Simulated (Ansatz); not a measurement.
# BGeH₂IS: basis-set convergence

One table from this session's results is given with a row withheld; the runs are named, their logs left out.

Method: one geometry, several basis sets; program: Ansatz 0.2.0, Gaussian basis.

Levels to be run: PBE0-D4/def2-SVP; ωB97M-V/def2-SVP; PBE0-D4/def2-QZVPP; ωB97M-V/def2-QZVPP; the functionals' def2-TZVPP values are taken from earlier runs.

### The geometry

The geometry comes from an earlier relaxation with PBE0-D4 in a triple-zeta def2 set; it is a stationary point. I takes the def2 core potential; no spin-orbit term is included.

6 atoms, charge 0, spin multiplicity 1.

Atoms are counted from 1 here; the program's logs count them from 0.

Bond lengths: I1–B2 2.090 Å, B2–S3 1.746 Å, B2–Ge4 1.997 Å, S3–Ge4 2.317 Å, Ge4–H5 1.532 Å, Ge4–H6 1.532 Å. Angles: I1–B2–S3 136.6°, I1–B2–Ge4 147.2°, S3–B2–Ge4 76.2°, B2–S3–Ge4 56.8°, B2–Ge4–S3 47.0°, B2–Ge4–H5 123.7°, B2–Ge4–H6 123.6°, S3–Ge4–H5 110.0°, S3–Ge4–H6 110.0°, H5–Ge4–H6 112.4°.

The first run:

in.yaml

```yaml
crystal:
  periodic: [false, false, false]
  atoms:
    - {symbol: I, position_ang: [-1.581233, -2.648103, 0.095543]}
    - {symbol: B, position_ang: [-0.248983, -1.037331, 0.109306]}
    - {symbol: S, position_ang: [1.450455, -0.799384, 0.430328]}
    - {symbol: Ge, position_ang: [0.017375, 0.922805, -0.161472]}
    - {symbol: H, position_ang: [0.463249, 1.543969, -1.488960]}
    - {symbol: H, position_ang: [-0.058763, 1.953944, 0.968955]}
basis:
  gaussian: {orbitals: def2-SVP}
hamiltonian: {xc: pbe0, dispersion: d4}
output: {orbitals: {seedname: orbitals}}
```

Command:

```sh
$ ansatz run in.yaml --threads 4 --pin off --events-out ev --progress --plain --max-ram 10444MiB
```

Steps of the session up to this table: PBE0-D4 in def2-SVP; ωB97M-V in def2-SVP; PBE0-D4 in def2-QZVPP; ωB97M-V in def2-QZVPP.

One table of the session follows, with a row left open; its other results are not shown here.

It belongs to the step «Functionals by basis». 

```
functional       basis  HOMO (eV)  LUMO (eV)
   PBE0-D4    def2-SVP      -7.03      -1.74
   PBE0-D4  def2-TZVPP          ?          ?
   PBE0-D4  def2-QZVPP      -7.06      -1.90
   ωB97M-V    def2-SVP      -8.97       0.30
   ωB97M-V  def2-TZVPP      -9.02       0.12
   ωB97M-V  def2-QZVPP      -9.03       0.07
```

Estimate the missing values for PBE0-D4, def2-TZVPP.

The run gave: HOMO (eV): -7.04; LUMO (eV): -1.86. In the column «HOMO (eV)» it lies between PBE0-D4, def2-QZVPP (-7.06) and PBE0-D4, def2-SVP (-7.03).
